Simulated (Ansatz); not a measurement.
**Ag+ with HO−: structure and interaction energy**

An exercise on one series of results from a longer session: the logs are not shown, and one member is left open.

The runs use Ansatz 0.2.0, Gaussian basis; PBE0-D4 structure, single points in def2-TZVPPD.

Levels: PBE-D4, revPBE-D4, BLYP-D4, r2SCAN-D4, B97M-V, PBE0-D4, B3LYP-D4, HSE06-D4, wB97X-V, wB97M-V, B2PLYP, Hartree-Fock, MP2, CCSD, CCSD(T). The reference is CCSD(T) extrapolated to the basis limit. For elements past Ar these valence bases correlate outer-core shells poorly, so that limit is rough.

Cores are frozen in the correlated methods. Filled d shells of the heavier atoms are correlated. Core potentials replace the inner electrons past krypton, and spin-orbit coupling is left out. B3LYP uses VWN-RPA correlation. B2PLYP carries no dispersion term here.

163 further runs of the same task are left out: 163 set aside as unsound or not needed.

## Where the work starts

The pair, from a GFN2-xTB docking trial: 3 atoms, charge 0, spin multiplicity 1.

Atoms are counted from 1 here; the program's logs count them from 0.

Bond lengths: Ag1–O2 1.997 Å, O2–H3 0.959 Å. Angles: Ag1–O2–H3 114.1°.

Coordinates:

```tsv
atom	x (Å)	y (Å)	z (Å)
Ag1	-0.0523	0.0700	-1.4880
O2	-0.2171	0.2904	0.4895
H3	0.2694	-0.3605	0.9984
```

Atoms 1 to 1 are fragment A (Ag+), the rest fragment B (HO−).

Set-up of the first run:

pre/in.yaml

```yaml
crystal:
  periodic: [false, false, false]
  atoms:
    - {symbol: Ag, position_ang: [-0.052300, 0.070000, -1.488000]}
    - {symbol: O, position_ang: [-0.217100, 0.290400, 0.489500]}
    - {symbol: H, position_ang: [0.269400, -0.360500, 0.998400]}
basis:
  gaussian: {orbitals: def2-SVP}
hamiltonian: {xc: pbe, dispersion: d4}
relax: {f_tol: 0.03, max_steps: 250}
```

The run is started by

```bash
$ ansatz run in.yaml --threads 2 --pin off --events-out ev --progress --plain --max-ram 5222MiB
```

Among the steps run: A first relaxation in a small basis; Relaxation at PBE0-D4; wB97X-V/def2-TZVPPD; wB97M-V/def2-TZVPPD; B2PLYP/def2-TZVPPD; B97M-V/def2-TZVPPD; CCSD(T)/def2-TZVPPD; SPW92/def2-SVP; wB97M-V/def2-SVP; CCSD(T)/def2-SVP; Vibrations of the pair.

One table of the session follows, with a row left open; its other results are not shown here.

```
      method  interaction (kJ/mol)
      PBE-D4               -831.20
   revPBE-D4               -810.35
     BLYP-D4                     ?
   r2SCAN-D4               -831.76
      B97M-V               -816.68
     PBE0-D4               -801.96
    B3LYP-D4               -804.55
    HSE06-D4               -802.35
     wB97X-V               -781.89
     wB97M-V               -779.01
      B2PLYP               -787.62
Hartree-Fock               -701.50
         MP2               -771.13
        CCSD               -758.43
     CCSD(T)               -767.59
 CCSD(T)/CBS               -793.36
```

**Question.** Estimate the row for BLYP-D4.

The run gave: interaction (kJ/mol): -824.36. In the column «interaction (kJ/mol)» it lies between PBE-D4 (-831.20) and B97M-V (-816.68).
